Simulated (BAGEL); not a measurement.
# SiH4S2O (SMILES O[SiH2]SS): B3LYP/6-31G(d) (density fitting with qzvpp-jkfit, spherical functions)

Aim: the energy change on altering one bond length of SiH4S2O at B3LYP/6-31G* (density fitting with qzvpp-jkfit, spherical functions), from 2 runs. 

The calculation is run with BAGEL 1.2.2.

1 further run of the same task is left out (set aside as unsound or not needed).

### Step 1. The molecule

SiH4S2O has 8 atoms, charge 0, and is taken as a singlet. As SMILES, `O[SiH2]SS`. The coordinates come from a PBE0-D4/def2-TZVP relaxation. This is one conformer, not always the lowest.

Bond lengths: O1–Si2 1.637 Å, Si2–S3 2.146 Å, S3–S4 2.068 Å, O1–H5 0.960 Å, Si2–H6 1.484 Å, Si2–H7 1.480 Å, S4–H8 1.347 Å. Angles: O1–Si2–S3 112.9°, Si2–S3–S4 95.0°, O1–Si2–H6 111.0°, O1–Si2–H7 107.0°, S3–Si2–H6 106.9°, S3–Si2–H7 106.6°, Si2–O1–H5 116.1°, S3–S4–H8 98.4°, H6–Si2–H7 112.3°.

### Step 2. A single-point energy at B3LYP/6-31G(d) (density fitting with qzvpp-jkfit, spherical functions)

File input.json:

```json
{ "bagel" : [

{
  "title" : "molecule",
  "basis" : "6-31gs.json",
  "df_basis" : "qzvpp-jkfit",
  "angstrom" : true,
  "geometry" : [
    { "atom" : "O", "xyz" : [       0.267700,       1.142800,      -1.342000 ] },
    { "atom" : "Si", "xyz" : [       0.928500,       0.284000,      -0.115400 ] },
    { "atom" : "S", "xyz" : [       0.155000,      -1.713700,       0.018200 ] },
    { "atom" : "S", "xyz" : [      -1.811500,      -1.128300,       0.276200 ] },
    { "atom" : "H", "xyz" : [      -0.681500,       1.279900,      -1.299000 ] },
    { "atom" : "H", "xyz" : [       0.669200,       0.936800,       1.192300 ] },
    { "atom" : "H", "xyz" : [       2.374700,       0.159000,      -0.404700 ] },
    { "atom" : "H", "xyz" : [      -1.810000,      -1.017500,       1.618400 ] }
  ]
},

{ "title" : "ks", "xc_func" : "b3lyp" },

{ "title" : "print", "file" : "orbitals.molden", "orbitals" : true }

]}
```

The basis set 6-31G* is read from a file made from the Basis Set Exchange's data (not shown).

On the command line:

```bash
$ BAGEL_NUM_THREADS=1 BAGEL input.json > input.out
```

Standard output:

```text
* using 1 threads per process

  ===============================================================
  ===============================================================

  *** Geometry ***

  { "atom" : "O", "xyz" : [      0.505880,      2.159579,     -2.536012 ] },
  { "atom" : "Si", "xyz" : [      1.754611,      0.536682,     -0.218074 ] },
  { "atom" : "S", "xyz" : [      0.292908,     -3.238424,      0.034393 ] },
  { "atom" : "S", "xyz" : [     -3.423239,     -2.132178,      0.521942 ] },
  { "atom" : "H", "xyz" : [     -1.287848,      2.418660,     -2.454754 ] },
  { "atom" : "H", "xyz" : [      1.264605,      1.770295,      2.253120 ] },
  { "atom" : "H", "xyz" : [      4.487533,      0.300466,     -0.764772 ] },
  { "atom" : "H", "xyz" : [     -3.420404,     -1.922796,      3.058333 ] },

  Number of auxiliary basis functions:      533

  Since a DF basis is specified, we compute 2- and 3-index integrals:
    o Being stored without compression. Storage requirement is 0.025 GB

  Number of basis functions:       76
  Number of electrons      :       58

    * METHOD: MOLECULE                             0.25

  *** Kohn-Sham DFT ***

    * Removing 14855 points whose weight is below 1.00e-10
    * Grid points: 104393

  === Nuclear Repulsion ===
   286.0654600861

       - DIIS with orbital gradients will be used.

  === KS iteration (b3lyp / 6-31gs.json) ===
      0      -1133.68520388          0.13531127           0.36
      1      -1121.34319705          0.12117844           0.32
      2      -1096.25686160          0.13808929           0.33
      3      -1152.40407660          0.10716560           0.32
      4      -1155.74007988          0.08680290           0.32
      5      -1163.07506352          0.02759852           0.32
      6      -1163.26265320          0.02294950           0.32
      7      -1163.53738562          0.00351110           0.32
      8      -1163.54440786          0.00133499           0.32
      9      -1163.54521640          0.00082253           0.32
     10      -1163.54579611          0.00017661           0.33
     11      -1163.54582165          0.00004366           0.32
     12      -1163.54582287          0.00000897           0.32
     13      -1163.54582291          0.00000569           0.32
     14      -1163.54582292          0.00000241           0.32
     15      -1163.54582293          0.00000024           0.31
     16      -1163.54582293          0.00000008           0.33
     17      -1163.54582293          0.00000004           0.32
     18      -1163.54582293          0.00000001           0.32
    * SCF iteration converged.

    * Permanent dipole moment:
           (    0.318966,    -0.437877,    -0.586925) a.u.

    * METHOD: KS                                   6.60

    * METHOD: PRINT                                0.01

  ===============================================================
```

It took 7.2 s on 1 thread of Arm Neoverse V2, shared host; peak memory 0.42 GiB.

### Step 3. The distorted shape

File dft.json:

```json
{ "bagel" : [

{
  "title" : "molecule",
  "basis" : "6-31gs.json",
  "df_basis" : "qzvpp-jkfit",
  "angstrom" : true,
  "geometry" : [
    { "atom" : "O", "xyz" : [    0.069457,    1.400444,   -1.709986 ] },
    { "atom" : "Si", "xyz" : [    0.928500,    0.284000,   -0.115400 ] },
    { "atom" : "S", "xyz" : [    0.155000,   -1.713700,    0.018200 ] },
    { "atom" : "S", "xyz" : [   -1.811500,   -1.128300,    0.276200 ] },
    { "atom" : "H", "xyz" : [   -0.879743,    1.537544,   -1.666986 ] },
    { "atom" : "H", "xyz" : [    0.669200,    0.936800,    1.192300 ] },
    { "atom" : "H", "xyz" : [    2.374700,    0.159000,   -0.404700 ] },
    { "atom" : "H", "xyz" : [   -1.810000,   -1.017500,    1.618400 ] }
  ]
},
{ "title" : "ks", "xc_func" : "b3lyp" },
{ "title" : "print", "file" : "orbitals.molden", "orbitals" : true }

]}
```

The basis set 6-31G* is read from a file made from the Basis Set Exchange's data (not shown).

On the command line:

```bash
$ BAGEL_NUM_THREADS=1 BAGEL dft.json > dft.out
```

Standard output:

```text
* using 1 threads per process

  ===============================================================
  ===============================================================

  *** Geometry ***

  { "atom" : "O", "xyz" : [      0.131255,      2.646456,     -3.231405 ] },
  { "atom" : "Si", "xyz" : [      1.754611,      0.536682,     -0.218074 ] },
  { "atom" : "S", "xyz" : [      0.292908,     -3.238424,      0.034393 ] },
  { "atom" : "S", "xyz" : [     -3.423239,     -2.132178,      0.521942 ] },
  { "atom" : "H", "xyz" : [     -1.662473,      2.905537,     -3.150147 ] },
  { "atom" : "H", "xyz" : [      1.264605,      1.770295,      2.253120 ] },
  { "atom" : "H", "xyz" : [      4.487533,      0.300466,     -0.764772 ] },
  { "atom" : "H", "xyz" : [     -3.420404,     -1.922796,      3.058333 ] },

  Number of auxiliary basis functions:      533

  Since a DF basis is specified, we compute 2- and 3-index integrals:
    o Being stored without compression. Storage requirement is 0.025 GB

  Number of basis functions:       76
  Number of electrons      :       58

    * METHOD: MOLECULE                             0.25

  *** Kohn-Sham DFT ***

    * Removing 14189 points whose weight is below 1.00e-10
    * Grid points: 105059

  === Nuclear Repulsion ===
   272.3204716964

       - DIIS with orbital gradients will be used.

  === KS iteration (b3lyp / 6-31gs.json) ===
      0      -1109.30060117          0.16998644           0.35
      1       -945.25433185          0.16748536           0.32
      2      -1091.90432230          0.10756146           0.32
      3      -1144.39417223          0.10531643           0.32
      4      -1157.96981145          0.07031085           0.32
      5      -1159.31962606          0.06451229           0.33
      6      -1162.59220137          0.03353834           0.32
      7      -1160.76017053          0.05393373           0.32
      8      -1160.20337963          0.05875933           0.32
      9      -1163.23233673          0.02065556           0.32
     10      -1163.42708910          0.00792670           0.32
     11      -1163.48237375          0.00176021           0.32
     12      -1163.48391355          0.00110942           0.32
     13      -1163.48463626          0.00024707           0.32
     14      -1163.48467554          0.00010653           0.32
     15      -1163.48468421          0.00003062           0.32
     16      -1163.48468478          0.00000573           0.33
     17      -1163.48468480          0.00000222           0.33
     18      -1163.48468480          0.00000065           0.33
     19      -1163.48468480          0.00000014           0.32
     20      -1163.48468480          0.00000009           0.33
     21      -1163.48468480          0.00000004           0.33
     22      -1163.48468480          0.00000001           0.32
    * SCF iteration converged.

    * Permanent dipole moment:
           (    0.132992,     0.006429,    -1.082403) a.u.

    * METHOD: KS                                   7.86

    * METHOD: PRINT                                0.01

  ===============================================================
```

Wall time 8.4 s (1 thread of Arm Neoverse V2, shared host); peak memory 0.42 GiB.

### Step 4. What came out

Level: B3LYP/6-31G* (density fitting with qzvpp-jkfit, spherical functions).

| quantity | value |
| --- | --- |
| first shape: total energy | -1163.54582 Eh |
| first shape: dipole moment | 2.03 D |
| first shape: HOMO energy | -7.15 eV |
| first shape: LUMO energy | -1.45 eV |
| first shape: HOMO–LUMO gap | 5.70 eV |
| distorted shape: total energy | -1163.48468 Eh |
| distorted shape: dipole moment | 2.77 D |
| distorted shape: HOMO energy | -7.24 eV |
| distorted shape: LUMO energy | -1.82 eV |
| distorted shape: HOMO–LUMO gap | 5.42 eV |
| energy change with the O1–Si2 bond stretched from 1.637 to 2.128 Å | 1.664 eV |

In words: With the O1–Si2 bond stretched from 1.637 to 2.128 Å the energy rises by 1.66 eV (38 kcal/mol). The first shape isn't relaxed at this level, so the change isn't measured from a minimum.
